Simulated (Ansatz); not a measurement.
# GeF2 (singlet): the correlation ladder, cc-pVDZ

One table from this session's results is given with a row withheld; the runs are named, their logs left out.

Program: Ansatz 0.2.0, Gaussian basis. Level of theory: cc-pVDZ, core rule «outside noble gas», up to 16 orbitals frozen. These are calculated values, not measurements.

Plan: UHF; CCSD(T) on RHF; BCCD(T) on RHF; CISD; CCSDT(Q) on RHF; CASSCF and MRCISD+Q, 14 electrons in 10 orbitals; CASSCF and NEVPT2, 14 electrons in 10 orbitals.

28 further runs of the same task are left out: 5 for a known fault of the program, 7 that didn't finish, 16 set aside as unsound or not needed. Runs told in other sessions of the task aren't counted.

## The geometry

The geometry is a PBE0/def2-TZVP stationary point (not a proven minimum) of the parent state, kept for this charge and spin. No spin-orbit coupling is included. The filled d shell of Ge may be among the frozen orbitals whatever the setting's name suggests.

3 atoms, charge 0, spin multiplicity 1.

Atoms are counted from 1 here; the program's logs count them from 0.

Bond lengths: Ge1–F2 1.738 Å, Ge1–F3 1.738 Å. Angles: F2–Ge1–F3 113.8°.

Set-up of the first run:

Contents of in.yaml:

```yaml
crystal:
  periodic: [false, false, false]
  atoms:
    - {symbol: Ge, position_ang: [0.000000, -0.325890, 0.000000]}
    - {symbol: F, position_ang: [0.000000, 0.623017, -1.456249]}
    - {symbol: F, position_ang: [0.000000, 0.623017, 1.456249]}
basis:
  gaussian: {orbitals: cc-pVDZ}
magnetization: {spin_polarized: true, initial_magnetization: 0}
hamiltonian: {xc: hf}
output: {orbitals: {seedname: orbitals}}
```

Command:

```bash
> ansatz run in.yaml --threads 1 --pin off --events-out ev --progress --plain --max-ram 2393MiB
```

Among the steps run: UHF; CCSD(T) on RHF; BCCD(T) on RHF; CISD; CCSDT(Q) on RHF; CASSCF and MRCISD+Q, 14 electrons in 10 orbitals; CASSCF and NEVPT2, 14 electrons in 10 orbitals.

One of the session's tables, all rows but one given; the rest of the session is left out.

It belongs to the step «Misses and costs». 

| method | from RCCSDT(Q) (meV) |
| --- | --- |
| RHF | +12956.5 |
| RMP2 | +554.0 |
| RCCSD | +312.0 |
| RCCSD(T) | +52.3 |
| BCCD(T) | ? |
| RCCSDT | +36.8 |
| RCCSDT(Q) | 0 |
| CASSCF valence | +10822.7 |
| NEVPT2 valence | +1287.9 |
| MRCISD valence | +1014.5 |
| MRCISD+Q valence | +220.6 |

Q: Estimate the row for BCCD(T) from the others.

The run gave: from RCCSDT(Q) (meV): +40.9. In the column «from RCCSDT(Q) (meV)» it lies between RCCSDT (+36.8) and RCCSD(T) (+52.3).

Not comparable, so not listed: CISD (they don't share determinant, frozen orbitals or solution with the rows shown, or repeat one).
